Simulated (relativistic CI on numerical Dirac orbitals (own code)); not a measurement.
# W⁺ (5d5) in crystal fields: levels and magnetism

How does a crystal field split the 5d5 shell of W⁺, and what follows for the ground state and χT? 6 fields tried.

Program: relativistic CI on numerical Dirac orbitals (own code) version 1. Level of theory: Dirac-Coulomb-Breit CI, KLI orbitals optimised for each configuration, model QED (radiative potential, 1s self-energy scaled to tabulated hydrogen-like ionisation energies), valence Slater integrals scaled by 0.65, one configuration in a parametric crystal field. These are calculated values, not measurements, unless marked.

### Step 1. The system

```
ion            : W⁺ (W II)
nuclear charge : 74
electrons      : 73
open shell     : 5d5
Slater scale   : 0.65
field 1 (cm⁻¹) : D3d, 10Dq = 24550, Dsigma = -1200, Dtau = -210
field 2 (cm⁻¹) : D3d, 10Dq = 24550, Dsigma = -980, Dtau = -210
field 3 (cm⁻¹) : D3d, 10Dq = 24550, Dsigma = -760, Dtau = -210
field 4 (cm⁻¹) : D3d, 10Dq = 24550, Dsigma = -550, Dtau = -210
field 5 (cm⁻¹) : D3d, 10Dq = 24550, Dsigma = -330, Dtau = -210
field 6 (cm⁻¹) : D3d, 10Dq = 24550, Dsigma = -110, Dtau = -210
```

Outer shells as boxes (Hund's rule):

[Xe] 4f14 5d5
```
[Xe] core
4f [↑↓][↑↓][↑↓][↑↓][↑↓][↑↓][↑↓]
5d [↑ ][↑ ][↑ ][↑ ][↑ ]
```

### Step 2. Field 1: D3d, 10Dq = 24550, Dsigma = -1200, Dtau = -210

The run's settings:

```ini
atom W  Z=74  charge=1  electrons=73
nucleus A=184  rms_radius_fm=5.3658
hamiltonian dirac-coulomb  breit=on  qed=on  c_scale=1
orbitals kli  potential=per-configuration
slater_scale 0.65
correlation none
mixing on
configurations
  [Xe] 4f14 5d5
end
crystal_field D3d 10Dq=24550 Dsigma=-1200 Dtau=-210
```

### Step 3. Field 2: D3d, 10Dq = 24550, Dsigma = -980, Dtau = -210

Settings: those of step 2 with these lines changed.

```diff
@@ -10,2 +10,2 @@
 end
-crystal_field D3d 10Dq=24550 Dsigma=-1200 Dtau=-210
+crystal_field D3d 10Dq=24550 Dsigma=-980 Dtau=-210
```

### Step 4. Field 3: D3d, 10Dq = 24550, Dsigma = -760, Dtau = -210

Settings: those of step 3 with these lines changed.

```diff
@@ -10,2 +10,2 @@
 end
-crystal_field D3d 10Dq=24550 Dsigma=-980 Dtau=-210
+crystal_field D3d 10Dq=24550 Dsigma=-760 Dtau=-210
```

### Step 5. Field 4: D3d, 10Dq = 24550, Dsigma = -550, Dtau = -210

Settings: those of step 4 with these lines changed.

```diff
@@ -10,2 +10,2 @@
 end
-crystal_field D3d 10Dq=24550 Dsigma=-760 Dtau=-210
+crystal_field D3d 10Dq=24550 Dsigma=-550 Dtau=-210
```

### Step 6. Field 5: D3d, 10Dq = 24550, Dsigma = -330, Dtau = -210

Settings: those of step 5 with these lines changed.

```diff
@@ -10,2 +10,2 @@
 end
-crystal_field D3d 10Dq=24550 Dsigma=-550 Dtau=-210
+crystal_field D3d 10Dq=24550 Dsigma=-330 Dtau=-210
```

### Step 7. Field 6: D3d, 10Dq = 24550, Dsigma = -110, Dtau = -210

Settings: those of step 6 with these lines changed.

```diff
@@ -10,2 +10,2 @@
 end
-crystal_field D3d 10Dq=24550 Dsigma=-330 Dtau=-210
+crystal_field D3d 10Dq=24550 Dsigma=-110 Dtau=-210
```

(Steps that only read results are left out.)

Before running it: what results should come out? Wanted: ground spin; ground doublet.

The runs gave:

| field | ground state | degeneracy | S | J | first gap (cm⁻¹) | stabilisation (cm⁻¹) | χT at 2 K | χT at 300 K |
| --- | --- | --- | --- | --- | --- | --- | --- | --- |
| 1: D3d | G4 | 2 | 0.54 | 4.38 | 4211 | -28658 | 0.445 | 0.525 |
| 2: D3d | G4 | 2 | 0.54 | 4.40 | 3883 | -28333 | 0.458 | 0.544 |
| 3: D3d | G4 | 2 | 0.54 | 4.42 | 3593 | -28047 | 0.470 | 0.562 |
| 4: D3d | G4 | 2 | 0.54 | 4.43 | 3359 | -27814 | 0.479 | 0.579 |
| 5: D3d | G4 | 2 | 0.54 | 4.44 | 3165 | -27617 | 0.485 | 0.594 |
| 6: D3d | G4 | 2 | 0.54 | 4.46 | 3030 | -27470 | 0.488 | 0.606 |

χT is in cm³ K/mol; stabilisation counts from the free ion's lowest level; S and J come from the expectation values of their squares.

| quantity | value |
| --- | --- |
| ground spin (effective S from ⟨S²⟩) | 1: 0.54, 2: 0.54, 3: 0.54, 4: 0.54, 5: 0.54, 6: 0.54 |
| χT at 300 K | 0.53 to 0.61 cm³ K/mol |
| ground doublet | field 6, g = 0.28, 2.78, 2.78 |

What this shows: S of the ground state lies at 0.54: spin-orbit coupling mixes spin states. The field is a set of parameters, without covalency or charge transfer.
